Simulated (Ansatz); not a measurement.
**SnH2Cl radical (SMILES [Cl][SnH2]): functionals against CCSD(T) at one geometry**

An exercise on one series of results from a longer session: the logs are not shown, and one member is left open.

Computed with Ansatz 0.2.0, Gaussian basis. Level: single points in def2-TZVPP.

Correlated methods freeze the cores. Filled d shells of the heavier atoms are correlated. Core potentials replace the inner electrons past krypton, and spin-orbit coupling is left out. Orbitals are unrestricted.

## Starting geometry

SMILES `[Cl][SnH2]`, 4 atoms, charge 0, spin multiplicity 2.

Atoms are counted from 1 here; the program's logs count them from 0.

Bond lengths: Cl1–Sn2 2.129 Å, Sn2–H3 2.019 Å, Sn2–H4 2.039 Å. Angles: Cl1–Sn2–H3 105.5°, Cl1–Sn2–H4 106.7°, H3–Sn2–H4 114.3°.

Geometry (Å):

```xyz
4
ClH2Sn
Cl   -1.7376    0.4780   -0.6642
Sn    0.2595   -0.2267   -0.4430
H     0.1427   -1.7913    0.8279
H     1.3593    1.3420    0.2561
```

The first run:

Contents of run/in.yaml:

```yaml
crystal:
  periodic: [false, false, false]
  atoms:
    - {symbol: Cl, position_ang: [-1.737600, 0.478000, -0.664200]}
    - {symbol: Sn, position_ang: [0.259500, -0.226700, -0.443000]}
    - {symbol: H, position_ang: [0.142700, -1.791300, 0.827900]}
    - {symbol: H, position_ang: [1.359300, 1.342000, 0.256100]}
basis:
  gaussian: {orbitals: def2-TZVPP}
magnetization: {spin_polarized: true, initial_magnetization: 1}
correlation: {method: ccsd_t}
scf: {omitted_lower_state_checks: [cluster_reference]}
output: {forces: true}
```

No record of the launch command was kept for these runs.

Steps of the session up to this table: CCSD(T)/def2-TZVPP; PBE0-D4/def2-TZVPP; wB97M-V/def2-TZVPP; r2SCAN-D4/def2-TZVPP; PBE-D4/def2-TZVPP; CAM-B3LYP-D4/def2-TZVPP; wB97X-V/def2-TZVPP.

One of the session's tables, all rows but one given; the rest of the session is left out.

| method | RMS force component (eV/Å) | angle to CCSD(T) forces (°) | dipole (D) |
| --- | --- | --- | --- |
| CCSD(T) | 2.308 | reference | 1.04 |
| PBE0-D4 | 2.226 | 1.2 | 1.03 |
| wB97M-V | 2.287 | 0.7 | 1.08 |
| r2SCAN-D4 | 2.240 | 2.4 | 1.00 |
| PBE-D4 | ? | ? | ? |
| CAM-B3LYP-D4 | 2.275 | 1.1 | 1.11 |
| wB97X-V | 2.269 | 1.3 | 1.09 |

Estimate the missing values for PBE-D4.

**Answer.** RMS force component (eV/Å): 2.269; angle to CCSD(T) forces (°): 5.7; dipole (D): 0.94.
